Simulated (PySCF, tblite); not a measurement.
# C5H10NSi radical: geometry, infrared bands and EPR parameters

Wanted: the infrared bands and EPR parameters of C5H10NSi radical (`[CH]=C1CC(N[SiH3])C1`), by calculation.

Computed with tblite 0.8.0 and PySCF 2.14.0, with density-fitted response routines of our own, on a single molecule in the gas phase. Atoms are numbered from 0 throughout.

**1. Starting geometry**

17 atoms, charge 0, multiplicity 2; geometry from: force field or distance geometry start.

Bonds of the start (Å): C0–C1 1.27, C1–C2 1.53, C2–C3 1.54, C3–N4 1.47, N4–Si5 1.71, C3–C6 1.56, C6–C1 1.53, C0–H7 1.07, C2–H8 1.10, C2–H9 1.09, C3–H10 1.10, N4–H11 1.01, Si5–H12 1.47, Si5–H13 1.49, Si5–H14 1.49, C6–H15 1.09, C6–H16 1.10.

**2. Relaxing the molecule with GFN2-xTB**

Job settings and geometry (Å):

```
{"job": {"kind": "relax", "xc": "GFN2-xTB", "basis": "xTB"}, "charge": 0, "multiplicity": 2}
C     -3.212100    -0.195800    -0.166500
C     -1.952700    -0.212000     0.017400
C     -0.743000     0.386300    -0.701100
C     -0.038000     0.218300     0.653900
N      1.297400    -0.377900     0.487100
Si     2.670300     0.514000     0.008000
C     -1.039900    -0.909500     1.034700
H     -4.268000    -0.170300    -0.323400
H     -0.840300     1.428400    -1.026500
H     -0.379000    -0.208400    -1.538500
H     -0.084200     1.079900     1.329200
H      1.577300    -0.962500     1.265700
H      2.348500     1.255400    -1.219800
H      3.782000    -0.451200    -0.190900
H      2.989900     1.446200     1.123800
H     -0.758000    -1.936600     0.786600
H     -1.357200    -0.892100     2.089000
```

Command:

```
$ OMP_NUM_THREADS=1 python probes_run.py task.json out
```

The driver reads the jobs from task.json and runs them one after another.

Standard output:

```text
step      E/eV     max force
  0    -552.97315    3.014
  1    -553.14670    0.808
  2    -553.22178    0.778
  3    -553.27276    0.511
  4    -553.28978    0.404
  5    -553.30012    0.606
  6    -553.31205    0.386
  7    -553.32448    0.343
  8    -553.33274    0.205
  9    -553.33659    0.183
 10    -553.34132    0.181
 11    -553.34475    0.181
 12    -553.34769    0.112
 13    -553.35011    0.128
 14    -553.35254    0.136
 15    -553.35490    0.165
 16    -553.35703    0.129
 17    -553.35871    0.098
 18    -553.36010    0.095
 19    -553.36149    0.106
 20    -553.36305    0.102
 21    -553.36480    0.104
 22    -553.36680    0.139
 23    -553.36938    0.165
 24    -553.37302    0.190
 25    -553.37775    0.204
 26    -553.38340    0.205
 27    -553.39033    0.298
 28    -553.39783    0.353
 29    -553.39906    0.557
 30    -553.41114    0.301
 31    -553.41698    0.181
 32    -553.42223    0.141
 33    -553.42479    0.162
 34    -553.42845    0.199
 35    -553.43303    0.229
 36    -553.43793    0.201
 37    -553.44221    0.209
 38    -553.44533    0.135
 39    -553.44702    0.085
 40    -553.44789    0.078
 41    -553.44859    0.082
 42    -553.44945    0.085
 43    -553.45042    0.070
 44    -553.45126    0.111
 45    -553.45187    0.081
 46    -553.45245    0.070
 47    -553.45320    0.053
 48    -553.45376    0.053
 49    -553.45427    0.058
 50    -553.45477    0.065
 51    -553.45528    0.059
 52    -553.45575    0.048
 53    -553.45607    0.036
 54    -553.45626    0.034
 55    -553.45647    0.036
 56    -553.45677    0.055
 57    -553.45721    0.061
 58    -553.45771    0.065
 59    -553.45819    0.057
 60    -553.45867    0.052
 61    -553.45928    0.070
 62    -553.46016    0.088
 63    -553.46127    0.106
 64    -553.46233    0.086
 65    -553.46298    0.041
 66    -553.46329    0.033
 67    -553.46349    0.039
 68    -553.46370    0.039
 69    -553.46389    0.029
 70    -553.46406    0.027
 71    -553.46418    0.025
 72    -553.46430    0.024
 73    -553.46443    0.031
 74    -553.46459    0.032
 75    -553.46477    0.029
 76    -553.46496    0.031
 77    -553.46522    0.041
 78    -553.46559    0.048
 79    -553.46606    0.047
 80    -553.46654    0.055
 81    -553.46694    0.058
 82    -553.46724    0.045
 83    -553.46748    0.042
 84    -553.46769    0.034
 85    -553.46786    0.044
 86    -553.46801    0.038
 87    -553.46818    0.037
 88    -553.46835    0.040
 89    -553.46846    0.033
 90    -553.46856    0.027
 91    -553.46866    0.025
 92    -553.46878    0.026
 93    -553.46890    0.028
 94    -553.46897    0.017
 95    -553.46901    0.014
 96    -553.46904    0.015
 97    -553.46906    0.012
 98    -553.46909    0.012
 99    -553.46912    0.011
100    -553.46916    0.012
101    -553.46920    0.016
102    -553.46923    0.015
103    -553.46927    0.014
104    -553.46931    0.016
105    -553.46938    0.026
106    -553.46946    0.030
107    -553.46953    0.024
108    -553.46958    0.017
109    -553.46962    0.018
110    -553.46967    0.026
111    -553.46976    0.030
112    -553.46986    0.032
113    -553.46993    0.019
114    -553.46997    0.017
115    -553.47000    0.018
116    -553.47006    0.024
117    -553.47013    0.027
118    -553.47018    0.015
119    -553.47020    0.008
```

Wall time 0.57 s (1 thread of Arm Neoverse V2, shared host).

Relaxation path: (not every step is listed)

| step | energy from step 0 (eV) | largest force (eV/Å) |
| --- | --- | --- |
| 0 | 0.0000 | 3.0142 |
| 1 | -0.1735 | 0.8081 |
| 2 | -0.2486 | 0.7779 |
| 3 | -0.2996 | 0.5107 |
| 4 | -0.3166 | 0.4038 |
| 5 | -0.3270 | 0.6056 |
| 6 | -0.3389 | 0.3859 |
| 7 | -0.3513 | 0.3434 |
| 8 | -0.3596 | 0.2045 |
| 18 | -0.3869 | 0.0948 |
| 28 | -0.4247 | 0.3532 |
| 38 | -0.4722 | 0.1351 |
| 48 | -0.4806 | 0.0530 |
| 58 | -0.4846 | 0.0650 |
| 68 | -0.4905 | 0.0386 |
| 78 | -0.4924 | 0.0483 |
| 88 | -0.4952 | 0.0402 |
| 98 | -0.4959 | 0.0124 |
| 108 | -0.4964 | 0.0167 |
| 114 | -0.4968 | 0.0175 |
| 115 | -0.4968 | 0.0181 |
| 116 | -0.4969 | 0.0237 |
| 117 | -0.4970 | 0.0269 |
| 118 | -0.4970 | 0.0146 |
| 119 | -0.4970 | 0.0076 |

Distances of close pairs at the start and the end, largest changes first:

| bond | before (Å) | after (Å) | change (Å) |
| --- | --- | --- | --- |
| C3–N4 | 1.472 | 1.438 | -0.034 |
| Si5–H13 | 1.486 | 1.460 | -0.025 |
| C3–C6 | 1.556 | 1.537 | -0.019 |
| Si5–H14 | 1.489 | 1.472 | -0.016 |
| C1–C2 | 1.529 | 1.514 | -0.015 |
| N4–Si5 | 1.706 | 1.721 | +0.015 |
| C6–H16 | 1.101 | 1.088 | -0.013 |
| C1–C6 | 1.534 | 1.544 | +0.010 |

The end geometry stands in the next job.

**3. Harmonic vibrations with GFN2-xTB**

Job settings and geometry (Å):

```
{"job": {"kind": "ir", "xc": "GFN2-xTB", "basis": "xTB"}, "charge": 0, "multiplicity": 2}
C     -3.121571    -0.269255    -0.544286
C     -1.920240    -0.175812    -0.113011
C     -0.708531     0.644953    -0.499310
C      0.001143     0.186780     0.787330
N      1.301954    -0.396644     0.599149
Si     2.638824     0.429477    -0.102426
C     -1.132209    -0.817954     1.049701
H     -4.038073    -0.771808    -0.356455
H     -0.878206     1.713917    -0.607411
H     -0.224231     0.258517    -1.393529
H      0.014381     0.983448     1.546036
H      1.514068    -1.051536     1.337869
H      2.235079     0.869772    -1.437011
H      3.688766    -0.585196    -0.131574
H      3.096145     1.608554     0.651383
H     -0.852067    -1.845102     0.822293
H     -1.622229    -0.770080     2.020035
```

Standard output:

```text
mode    cm-1     km/mol
  1      56.2      0.31
  2      63.3      0.15
  3     126.4      0.04
  4     151.7      0.43
  5     285.8      4.65
  6     349.0      5.70
  7     389.0      5.13
  8     399.2     34.48
  9     475.2     54.28
 10     566.7     57.02
 11     590.9     38.25
 12     629.5     97.46
 13     663.0     28.58
 14     663.9      9.10
 15     751.5    200.44
 16     781.5     37.24
 17     808.8    252.42
 18     824.4     16.84
 19     831.0    266.69
 20     887.1     64.02
 21     968.1     34.39
 22     989.9      7.43
 23    1010.1     13.36
 24    1031.4      4.07
 25    1063.8      8.68
 26    1114.3      9.95
 27    1176.9     15.17
 28    1197.0      9.03
 29    1219.6      1.75
 30    1241.5     55.85
 31    1310.2    126.10
 32    1341.0     35.54
 33    1426.8      1.91
 34    1436.9      1.18
 35    1780.8      3.78
 36    2172.4    395.22
 37    2263.6    228.82
 38    2280.1    349.44
 39    2836.9     88.04
 40    2998.1     24.23
 41    3001.9     23.03
 42    3004.7     40.29
 43    3012.4     25.81
 44    3223.3     18.58
 45    3431.9      6.44
```

It took 0.41 s on 1 thread of Arm Neoverse V2, shared host.

Which atoms move in the most intense modes:

| cm⁻¹ | km/mol | atoms |
| --- | --- | --- |
| 630 | 97.5 | H7 20 %, H13 18 %, C0 14 %, H12 14 % |
| 752 | 200.4 | H13 53 %, H12 37 % |
| 809 | 252.4 | H14 34 %, H13 29 %, H12 13 % |
| 831 | 266.7 | H12 40 %, H14 39 % |
| 1310 | 126.1 | H10 44 %, C3 29 % |
| 2172 | 395.2 | H14 94 % |
| 2264 | 228.8 | H12 94 % |
| 2280 | 349.4 | H13 96 % |

**4. g tensor and hyperfine couplings: B3LYP/pcH-1**

Settings changed since step 3:

```diff
@@ -1,2 +1,2 @@
-{"job": {"kind": "ir", "xc": "GFN2-xTB", "basis": "xTB"}, "charge": 0, "multiplicity": 2}
+{"job": {"kind": "epr", "basis": "pcH-1"}, "charge": 0, "multiplicity": 2}
 C     -3.121571    -0.269255    -0.544286
```

Level: UKS B3LYP, pcH-1 on C H N Si, non-relativistic, mean-field spin-orbit, GIAO.

Standard output:

```text
UKS, coarse grid
  cycle   1  E = -540.63868821  |g| = 3.63e-01
  cycle   2  E = -540.60435593  |g| = 4.63e-01
  cycle   3  E = -540.69808938  |g| = 8.16e-02
  cycle   4  E = -540.70058395  |g| = 3.55e-02
  cycle   5  E = -540.70121903  |g| = 1.38e-02
  cycle   6  E = -540.70131631  |g| = 6.22e-03
  cycle   7  E = -540.70134885  |g| = 1.82e-03
  cycle   8  E = -540.70135881  |g| = 9.25e-04
UKS, final grid
  cycle   1  E = -540.70140180  |g| = 9.02e-04
  cycle   2  E = -540.70140215  |g| = 1.09e-03
  cycle   3  E = -540.70140278  |g| = 2.27e-04
  cycle   4  E = -540.70140296  |g| = 2.29e-04
  cycle   5  E = -540.70140302  |g| = 6.72e-05
  cycle   6  E = -540.70140302  |g| = 1.32e-05
E = -540.70140302 Eh   <S^2> = 0.7593 (exact 0.7500)
g shifts (ppm)      1          2          3
  rmc          -151       -151       -151
  gc             33          6        -25
  oz_so        -422          3        458
  total        -540       -142        282
hyperfine (MHz)  atom isotope    a_iso     a_fc   dipolar eigenvalues
    0   13C     268.56     268.67    -79.40    -58.05    137.45
    1   13C     -22.54     -22.55    -18.15      0.62     17.53
    2   13C      71.47      71.48     -6.06     -5.28     11.34
    3   13C      -5.43      -5.43     -0.90      0.04      0.86
    4   14N      -0.04      -0.04     -0.17     -0.02      0.19
    5  29Si      -2.79      -2.79     -0.37      0.17      0.20
    6   13C      92.37      92.39    -10.90    -10.74     21.64
    7    1H      21.98      21.98    -32.05     -5.99     38.04
    8    1H      -8.91      -8.91     -4.31     -1.61      5.92
    9    1H     -11.27     -11.27     -3.69     -1.77      5.46
   10    1H       0.70       0.70     -1.52     -0.87      2.39
   11    1H       1.48       1.48     -0.99     -0.59      1.58
   12    1H       0.05       0.05     -0.56     -0.44      1.00
   13    1H       0.57       0.57     -0.28     -0.27      0.55
   14    1H       0.02       0.02     -0.33     -0.30      0.62
   15    1H     -14.01     -14.01     -5.61     -1.37      6.98
   16    1H     -12.56     -12.56     -5.93     -1.34      7.27
```

Wall time 74 s (1 thread of Arm Neoverse V2, shared host); peak memory 1.1 GiB.

Principal g values 2.00178, 2.00218, 2.00260; g(iso) = 2.00219, against 2.00232 for a free electron.

Mean a(iso) over the nuclei that a row names, and the largest dipolar term of the row (other rows stand at the frozen geometry):

| nuclei | isotope | a(iso) (MHz) | a(iso) (G, at g = 2.0023) | largest dipolar term (MHz) |
| --- | --- | --- | --- | --- |
| C0 | 13C | 268.6 | 95.8 | 137.5 |
| C6 | 13C | 92.4 | 33.0 | 21.6 |
| C2 | 13C | 71.5 | 25.5 | 11.3 |
| C1 | 13C | -22.5 | -8.0 | -18.1 |
| H7 | 1H | 22.0 | 7.8 | 38.0 |
| H15 | 1H | -14.0 | -5.0 | 7.0 |
| H16 | 1H | -12.6 | -4.5 | 7.3 |
| H9 | 1H | -11.3 | -4.0 | 5.5 |
| H8 | 1H | -8.9 | -3.2 | 5.9 |
| C3 | 13C | -5.4 | -1.9 | -0.9 |
| Si5 | 29Si | -2.8 | -1.0 | -0.4 |
| H11 | 1H | 1.5 | 0.5 | 1.6 |
| H10 | 1H | 0.7 | 0.2 | 2.4 |
| H12, H13, H14 | 1H | 0.2 | 0.1 | 1.0 |

Mulliken spin populations:

C0 1.02; C1 -0.19; C2 0.06; C3 0.00; N4 0.00; Si5 0.00; C6 0.12; H7 0.00; H8 0.00; H9 0.00; H10 0.00; H11 0.00; H12 0.00; H13 0.00; H14 0.00; H15 -0.01; H16 -0.01

In first order the couplings over 0.8 MHz of 1H give 64 distinct lines over 25.1 G, if the averaged nuclei exchange fast; the same motion can average rows kept apart here too.

The fields below are evaluated on a grid from the run's orbitals.

ELF in a plane through or near 7 of the atoms.

Ten even steps from ' ' (0.00) to '@' (0.99):
```
                                                        
                                                        
                                                        
                                                        
                  ..**##..      ..::::                  
                  ==@@@@++    ::==**++..                
                  --@@@@**  ..==**##**..                
          ..::..  --##@@++..++++::**++                  
          ::==--::**##==##++%%##**++==      ....        
          ::==::  **%%--%%****####@@##::..++##**..      
          ..--..%%..**++==++##--++..::##++@@@@@@==      
          ..::..**  ::....++##==@@--::##::@@@@@@==      
            ..::--**++    ++..++@@******--%%%%**..      
            ..++@@@@%%  ..++++--++--::##%%##++..        
              **@@@@@@..  --**++::    ##%%##==..        
              **@@@@##    ..----..    ++##**--          
              ::++**::                ..::..            
                                                        
                                                        
                                                        
```
The map spans 13.4 Å across and 8.8 Å up, centred on the molecule. Atoms in the plane (x, y in Å): C0 (3.1, -0.8), C1 (1.9, -0.4), C2 (0.6, -1.0), N4 (-1.2, 0.7), Si5 (-2.7, -0.2), C6 (1.3, 1.0), H11 (-1.3, 1.7).

log10 of the density (e/Å³) in the same plane.

Ten even steps from ' ' (-4.0) to '@' (1.5):
```
                                                        
                                                        
                              ........                  
                  ....::....::::::::::..                
            ....::--====------========--::              
        ....::::--==++++++====++++++++--::..            
      ..::::----==++**##**++++**##****==--....          
      ..::--======++####******##%%##**==--::::..        
    ..::--==++++++**##%%########@@##**====------..      
    ..::--==++******##%%############**++++++====::..    
    ..::--==**##@@##******####**##%%%%##******++--::    
    ..::--==++##%%##**++++**######%%%%######**++--::    
      ..--==++******++++++**%%@@##########****++--..    
      ..::--==++****++==++**####************++==::..    
        ..::--++++++++====++****++++==++++++==--..      
        ..::--====++==----==++++====--======--::..      
          ..::::------::::--------::::::::::::..        
            ....::::::....::::::::..........            
                ......      ....                        
                                                        
```
The map spans 13.4 Å across and 8.8 Å up, centred on the molecule. Atoms in the plane (x, y in Å): C0 (3.1, -0.8), C1 (1.9, -0.4), C2 (0.6, -1.0), N4 (-1.2, 0.7), Si5 (-2.7, -0.2), C6 (1.3, 1.0), H11 (-1.3, 1.7).

On the surface of density 0.002 e/bohr³ the electrostatic potential runs, from the 1st to the 99th percentile, from -0.86 V near N4 to 1.46 V near H11.

The spin density lies nearest to C0 69 %; C1 8 % (beta excess); H7 8 %; C6 6 %.

**5. Outcome**

```
                                                                  quantity                  value
                                 strongest single infrared mode (GFN2-xTB)  2172 cm⁻¹, 395 km/mol
                                              zero-point energy (GFN2-xTB)          81.2 kcal/mol
                                                            g(iso) (B3LYP)                2.00219
                                                                      ⟨S²⟩     0.759 (exact 0.75)
                                        largest a(iso) (averaged by class)   13C on C0, 268.6 MHz
potential on the surface of density 0.002 e/bohr³, 1st and 99th percentile     -0.86 V and 1.46 V
```

**Reading.** Relaxing lowered the energy by 0.497 eV in 119 steps; the close pair that moved most is C3–N4, from 1.472 to 1.438 Å. No mode is imaginary among the 45: a minimum at this level. The strongest single mode, at 2172 cm⁻¹, moves mainly H14. GFN2-xTB is a fitted tight-binding method: band positions and strengths are rough. Its intensities can rank the bands wrongly. C0 carries the largest spin population, 1.02 e. The isotropic g lies 0.1 ppt below the free-electron value. The conformer search found further structures of the same energy, which may be mirror or relabelled copies of this one.
